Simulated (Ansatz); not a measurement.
# LiIn2Ru: a short molecular-dynamics run

A trajectory of LiIn2Ru, a randomly packed cell with 8 atoms that was not relaxed first: 60 steps of 2 fs under a Langevin thermostat and barostat at 900 K and 1 GPa.

Method: DFT PBE, plane waves, PAW, scalar-relativistic, no spin polarisation, in Ansatz 0.2.0.

## 1. The system as given

The cell holds 8 atoms (In4Li2Ru2): a = 5.417 Å, b = 5.520 Å, c = 5.132 Å, α = 96.32°, β = 90.08°, γ = 87.17°.

As a file:

```
In Li Ru
1.0
     5.36962    0.69788    0.15269
    -0.41812    5.46935   -0.61652
    -0.15255   -0.00326    5.12931
In Li Ru
4 2 2
Direct
  0.66380 0.74854 0.81707
  0.45452 0.30875 0.69291
  0.05938 0.03099 0.77220
  0.78711 0.36767 0.09858
  0.39923 0.10237 0.13271
  0.99875 0.44668 0.56270
  0.34667 0.71970 0.39798
  0.81362 0.90234 0.31611
```

## 2. The run

The input, input.yaml:

```yaml
crystal:
  lattice:
    - [5.369622, 0.697883, 0.152694]
    - [-0.418124, 5.469354, -0.616518]
    - [-0.152548, -0.003263, 5.129309]
  atoms:
    - { symbol: In, position: [0.663805, 0.748541, 0.817066] }
    - { symbol: In, position: [0.454517, 0.308748, 0.692915] }
    - { symbol: In, position: [0.059377, 0.030986, 0.772196] }
    - { symbol: In, position: [0.787112, 0.367674, 0.09858] }
    - { symbol: Li, position: [0.399226, 0.102374, 0.132709] }
    - { symbol: Li, position: [0.998752, 0.446681, 0.562696] }
    - { symbol: Ru, position: [0.346668, 0.719697, 0.397975] }
    - { symbol: Ru, position: [0.81362, 0.90234, 0.316105] }
kpoints:
  mp_grid: { grid: [3, 3, 3] }
magnetization:
  spin_polarized: false
scf:
  occupations: { method: cold, width: 0.15 }
hamiltonian:
  pseudopotentials: { kind: paw }
  xc: pbe
basis:
  ecutwfc: 420
md:
  timestep: 2.0
  n_steps: 60
  ensemble: npt_langevin
  temperature: 900.0
  initial_velocities: maxwell_boltzmann
  seed: 542357
  pressure: 1.0
```

Started as:

```
ansatz run input.yaml --threads 2 --pin off --max-ram 2560MiB --backend cpu --events-out ev --progress --plain --runs-dir out
```

What does the calculation give? Wanted: temperature, first and last step; temperature, second half; potential energy, second half; largest change of the conserved energy; volume, first and last step; mean square displacement, second half.

As calculated:

| quantity | value |
| --- | --- |
| length | 60 steps of 2 fs |
| temperature, first and last step | 788 and 1637 K |
| temperature, second half | mean 1336 K, from 1117 to 1710 K |
| potential energy, second half | -74 meV/atom from the start |
| largest change of the conserved energy | 0.18 meV/atom |
| volume, first and last step | 19.04 and 20.60 Å³/atom |
| mean square displacement, second half | Li 1.6, In 0.174, Ru 0.021 Å² |

Against a set 900 K the second half averages 1336 K, going from 1160 to 1637 K over that half. The conserved energy strays from its start by at most 0.18 meV/atom, 0.1 % of the mean kinetic energy, so a step of 2 fs is short enough over this time. Over the second half Li atoms stand 1.3 Å (root mean square) from where they began, and the farthest move is 1.6 Å. The volume changes by +8.2 % from first to last step, and is still moving at the end, so it is no equilibrium value. Averages from a run of 120 fs with 8 atoms are rough.
